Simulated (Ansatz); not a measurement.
# ZnCu: the cost of one run

Computed with Ansatz 0.2.0 (DFT PBEsol, scalar-relativistic, plane waves, PAW, unless a step's input says otherwise).

5 further runs of the same task are left out: 1 that didn't finish, 4 set aside as unsound or not needed.

**1. The starting structure**

Symmetry: Pm-3m, No. 221, cubic system. The conventional cell has a = 2.908 Å, b = 2.908 Å, c = 2.908 Å, α = 90.00°, β = 90.00°, γ = 90.00°. Zn (site symmetry m-3m) is surrounded by 8 Cu at 2.52 Å. Cu (site symmetry m-3m) is surrounded by 8 Zn at 2.52 Å.

Structure file:

```xyz
2
Lattice="2.9077 0.0000 0.0000 0.0000 2.9077 0.0000 0.0000 0.0000 2.9077" Properties=species:S:1:pos:R:3 pbc="T T T"
Zn    1.4539    1.4539    1.4539
Cu    0.0000    0.0000    0.0000
```

This cell was relaxed beforehand with the same method: volume 12.29 Å³/atom, gap on the mesh none (metal).

**2. The scan**

The energy is mapped over volume and the cell's shape.

- volume per atom: 5 values from 10.33 to 14.26 Å³
- length along [111] over the lengths across it, relative to the cubic cell: 7 values from 0.851 to 2.235

Nothing else is relaxed (symmetry fixes all fractional coordinates). Energies count from the relaxed crystal. Points are written as (first, second).

**3. Grid point (10.33 Å³, 0.851)**

Contents of input.yaml:

```yaml
crystal:
  lattice:
    - [2.7513534217, -0.1433860975, -0.1433860975]
    - [-0.1433860975, 2.7513534217, -0.1433860975]
    - [-0.1433860975, -0.1433860975, 2.7513534217]
  atoms:
    - { symbol: Zn, position: [0.5, 0.5, 0.5] }
    - { symbol: Cu, position: [0.0, 0.0, 0.0] }
basis:
  ecutwfc: 520.0
kpoints:
  mp_grid: { grid: [18, 18, 18] }
hamiltonian:
  xc: pbesol
  pseudopotentials: { kind: paw }
scf:
  occupations: { method: gaussian, width: 0.15 }
output:
  forces: true
  stress: true
  eigenvalues: true
```

Run with:

```console
$ ansatz run input.yaml --threads 1 --pin off --max-ram 2048MiB --backend cpu --events-out ev --progress --plain --runs-dir out
```

**Question.** How long does this run take on 1 thread of Arm Neoverse N1, shared host, and how much memory does it need?

About 34 s, with a peak of 0.54 GiB.
